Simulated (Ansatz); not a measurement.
**SnHMe2Cl (C2H7ClSn): the relaxed shape and its frontier levels**

Aim: characterise SnHMe2Cl (C2H7ClSn) as a singlet: its structure, frontier levels and distribution of charge.

Method: RKS PBE0-D4/def2-TZVP; program: Ansatz 0.2.0, Gaussian basis.

Plan: relaxation at PBE-D4/def2-SVP; a search for the lowest solution at PBE0-D4/def2-SVP; a single point at PBE0-D4/def2-TZVP; harmonic vibrations at PBE-D4/def2-SVP.

2 further runs of the same task are left out: 1 that didn't finish, 1 set aside as unsound or not needed.

### Step 1. Starting geometry

11 atoms, charge 0, spin multiplicity 1.

Atoms are counted from 1 here; the program's logs count them from 0.

Bond lengths: Sn1–H2 1.721 Å, Sn1–C3 2.186 Å, Sn1–C7 2.185 Å, Sn1–Cl11 2.317 Å, C3–H4 1.083 Å, C3–H5 1.085 Å, C3–H6 1.083 Å, C7–H8 1.084 Å, C7–H9 1.085 Å, C7–H10 1.083 Å. Angles: H2–Sn1–C3 111.7°, H2–Sn1–C7 111.8°, H2–Sn1–Cl11 105.3°, C3–Sn1–C7 115.2°, C3–Sn1–Cl11 105.9°, C7–Sn1–Cl11 106.0°, Sn1–C3–H4 110.4°, Sn1–C3–H5 108.6°, Sn1–C3–H6 110.2°, H4–C3–H5 109.4°, H4–C3–H6 109.2°, H5–C3–H6 109.0°, Sn1–C7–H8 110.1°, Sn1–C7–H9 108.5°, Sn1–C7–H10 110.4°, H8–C7–H9 109.1°, H8–C7–H10 109.3°, H9–C7–H10 109.4°.

Sn takes a core potential in the def2 sets. No spin-orbit coupling is included.

The start is a GFN2-xTB geometry.

### Step 2. Optimising with PBE-D4/def2-SVP

The input, in.yaml:

```yaml
crystal:
  periodic: [false, false, false]
  atoms:
    - {symbol: Sn, position_ang: [-0.270940, -0.456810, 0.524770]}
    - {symbol: H, position_ang: [-0.343010, -0.579440, 2.239900]}
    - {symbol: C, position_ang: [1.780910, -0.612450, -0.212130]}
    - {symbol: H, position_ang: [2.384450, 0.198110, 0.177300]}
    - {symbol: H, position_ang: [1.765080, -0.560580, -1.295600]}
    - {symbol: H, position_ang: [2.215450, -1.557820, 0.090040]}
    - {symbol: C, position_ang: [-1.397540, 1.262420, -0.215280]}
    - {symbol: H, position_ang: [-2.421630, 1.216820, 0.136120]}
    - {symbol: H, position_ang: [-1.393200, 1.236500, -1.299770]}
    - {symbol: H, position_ang: [-0.943710, 2.185210, 0.124270]}
    - {symbol: Cl, position_ang: [-1.375860, -2.331980, -0.269620]}
basis:
  gaussian: {orbitals: def2-SVP}
hamiltonian: {xc: pbe, dispersion: d4}
scf: {omitted_lower_state_checks: [starts]}
output: {orbitals: {seedname: orbitals}}
relax: {f_tol: 0.02, max_steps: 100}
```

Launch:

```bash
$ ansatz run in.yaml --threads 4 --pin off --events-out ev --progress --plain --max-ram 3916MiB
```

The runs that follow: Searching for the lowest solution, PBE0-D4/def2-SVP; Single point, PBE0-D4/def2-TZVP; Vibrations by finite differences.

Before running them: what should the planned runs give, taken together? Wanted: point group; commonest bond, hydrogen aside; HOMO, LUMO at PBE0-D4/def2-TZVP; dipole at PBE-D4/def2-SVP; lowest, highest wavenumber.

**Answer**, as computed:

| quantity | value |
| --- | --- |
| point group | Cs |
| commonest bond, hydrogen aside | C–Sn, 2 of mean length 2.162 Å |
| HOMO, LUMO at PBE0-D4/def2-TZVP | -8.04, -0.36 eV |
| dipole at PBE-D4/def2-SVP | 3.09 D |
| lowest, highest wavenumber | 56, 3115 cm⁻¹ |

**Reading.** The molecule keeps its bonding pattern by the stored test; the atoms moved 0.05 Å (rms). All wavenumbers are real: a minimum at this level. The point group is read from a loosely relaxed geometry; soft torsions can leave it below the true symmetry.
